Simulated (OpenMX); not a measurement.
Write the native input for OpenMX 3.8.5 that does the following.

| Property | Result |
| --- | --- |
| Task | single point |
| Functional | PBE |
| Potentials or basis | OpenMX 2013 PBE set, Co6.0H-s3p2d2, grid cutoff 500 Ry |
| k mesh | 13 × 13 × 7 |
| Occupations | fermi-dirac, width 0.05 eV |
| Spin | collinear spin, ferromagnetic start |
| Starting moments | [2.0, 2.0] μB |
| Mixing scheme | rmm-diisk |
| SCF threshold | 1e-08 Ha |
| Solver | band |
| Max SCF cycles | 160 |

Co:

```
CELL_PARAMETERS angstrom
2.47200 0.00000 0.00000
-1.23600 2.14081 0.00000
0.00000 0.00000 4.02114
ATOMIC_POSITIONS crystal
Co 0.66667 0.33333 0.75000
Co 0.33333 0.66667 0.25000
```

These files were run (other wordings do the same):

Co.dat

```
System.CurrrentDirectory             ./
System.Name                          Co
DATA.PATH                            ./DFT_DATA13
level.of.stdout                      1
level.of.fileout                     0
Species.Number                       1
<Definition.of.Atomic.Species
  Co  Co6.0H-s3p2d2          Co_PBE13H
Definition.of.Atomic.Species>

Atoms.Number                         2
Atoms.SpeciesAndCoordinates.Unit     FRAC
<Atoms.SpeciesAndCoordinates
    1  Co    0.6666666667    0.3333333333    0.7500000000   9.500  7.500
    2  Co    0.3333333333    0.6666666667    0.2500000000   9.500  7.500
Atoms.SpeciesAndCoordinates>

Atoms.UnitVectors.Unit               Ang
<Atoms.UnitVectors
     2.4719999032    0.0000000000    0.0000000000
    -1.2359999516    2.1408147143    0.0000000000
     0.0000000000    0.0000000000    4.0211440800
Atoms.UnitVectors>

scf.XcType                           GGA-PBE
scf.SpinPolarization                 on
scf.ElectronicTemperature            580.226
scf.energycutoff                     500.0
scf.maxIter                          160
scf.EigenvalueSolver                 band
scf.Kgrid                            13 13 7
scf.Mixing.Type                      rmm-diisk
scf.Init.Mixing.Weight               0.01
scf.Min.Mixing.Weight                0.001
scf.Max.Mixing.Weight                0.2
scf.Mixing.History                   40
scf.Mixing.StartPulay                15
scf.criterion                        1.0e-8
scf.stress.tensor                    on
MD.Type                              nomd
```

Potentials or basis: OpenMX 2013 PBE set, Co6.0H-s3p2d2, grid cutoff 500 Ry.

The run is started by

```console
$ openmx Co.dat -nt 1 > Co.std
```

Results of the run:

```json
{
  "Pressure": "10.2 GPa",
  "Largest force": "0.037 eV/Å",
  "Band gap on the k mesh": "none (metal or under the smearing width)",
  "Net moment": "3.23 μB per cell",
  "Site moments": "Co +1.61 μB"
}
```

Caveat: the basis of atomic orbitals isn't converged, which shifts pressures, moduli and gaps.

Wall time 3.9 min on 1 thread of Arm Neoverse V2, with other jobs on the host, peak memory 0.63 GiB.
